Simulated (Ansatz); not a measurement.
Working through a formation energy from the elements of Mg2Sb3 and its elements

Computed with Ansatz's Python interface.

Interactive session:
```pycon
>>> from collections import Counter
>>> import warnings
>>> import ansatz as az
>>> from ase import Atoms
>>> import numpy as np
>>> def solve(name, crystal):
...     calc = (
...         crystal.calculation()
...         .functional("lda")
...         .basis(450)
...         .kpoints(spacing=0.33)
...         .occupations("gaussian", width=0.05)
...         .stress()
...     )
...     calc = calc.relax(force_tolerance=0.03, cell=True)
...     return calc.run()
...
>>> def counts(outcome):
...     return Counter(site.symbol for site in outcome.lattice.sites)
...
>>> def formation_energy(outcome, mu):
...     n = counts(outcome)
...     return (outcome.report["energy_sigma0_ev"] - sum(k * mu[element] for element, k in n.items())) / sum(n.values())
...
>>> def volume_per_atom(outcome):
...     return abs(np.linalg.det(outcome.lattice.cell_ang)) / len(outcome.lattice.sites)
...
>>> warnings.simplefilter("ignore", az.DeckWarning)
>>> phases = {}
>>> mg2sb3 = (
...     az.Lattice.from_parameters(4.69536, 4.69536, 7.49033, alpha=90, beta=90, gamma=120)
...     .space_group(164)
...     .atom("Mg", (1 / 3, 2 / 3, 0.16483))
...     .atom("Sb", (1 / 3, 2 / 3, 0.58027))
...     .atom("Sb", (0.0, 0.0, 0.0))
... )
>>> phases["Mg2Sb3"] = mg2sb3
>>> mg = (
...     az.Lattice.from_parameters(3.2093, 3.2093, 5.2103, alpha=90, beta=90, gamma=120)
...     .space_group(194)
...     .atom("Mg", (1 / 3, 2 / 3, 0.25))
... )
>>> phases["Mg"] = mg
>>> atoms = Atoms(
...     ["Sb", "Sb"],
...     scaled_positions=[
...         (0.23349, 0.23349, 0.23349),
...         (0.76651, 0.76651, 0.76651),
...     ],
...     cell=[
...         (2.1542, 1.24373, 3.758),
...         (-2.1542, 1.24373, 3.758),
...         (0.0, -2.48746, 3.758),
...     ],
...     pbc=True,
... )
>>> sb = az.Crystal.from_ase(atoms)
>>> phases["Sb"] = sb
>>> done = {name: solve(name, crystal) for name, crystal in phases.items()}

>>> references = {"Mg": "Mg", "Sb": "Sb"}
>>> mu = {element: done[name].report["energy_sigma0_ev"] / len(done[name].lattice.sites) for element, name in references.items()}
>>> target = done["Mg2Sb3"]
>>> heat = formation_energy(target, mu)
>>> for element, value in mu.items():
...     print(f"mu({element}) = {value:.4f} eV from {references[element]}, {volume_per_atom(done[references[element]]):.2f} A^3/atom")
...
mu(Mg) = -1901.6197 eV from Mg, 21.79 A^3/atom
mu(Sb) = -6335.8273 eV from Sb, 29.50 A^3/atom
>>> print(f"formation energy of Mg2Sb3: {heat:.4f} eV/atom = {96.4853 * heat:.1f} kJ/mol of atoms")
formation energy of Mg2Sb3: -0.1223 eV/atom = -11.8 kJ/mol of atoms
```

The formation energy is -0.122 eV an atom (-11.8 kJ per mole of atoms), so Mg2Sb3 lies below the reference phases.

Caveats:
- Total energies depend on the potentials; only differences at equal settings carry meaning.
- The cells come from databases of deposited and of computed structures, and not all need be stable phases.
- The compound is the structure given, not necessarily its lowest; energies are at zero temperature, with no correction for gases. A semilocal functional's error on such energies is often 0.05 to 0.1 eV an atom, and 0.1 to 0.3 eV against gases such as O2 or F2.
- Timing: 26 s on 1 thread of Intel(R) Xeon(R) Platinum 8375C CPU @ 2.90GHz (Ice Lake), on a shared host, peak memory 0.5 GiB.

(Lines on the test bed's own set-up are left out of the output.)
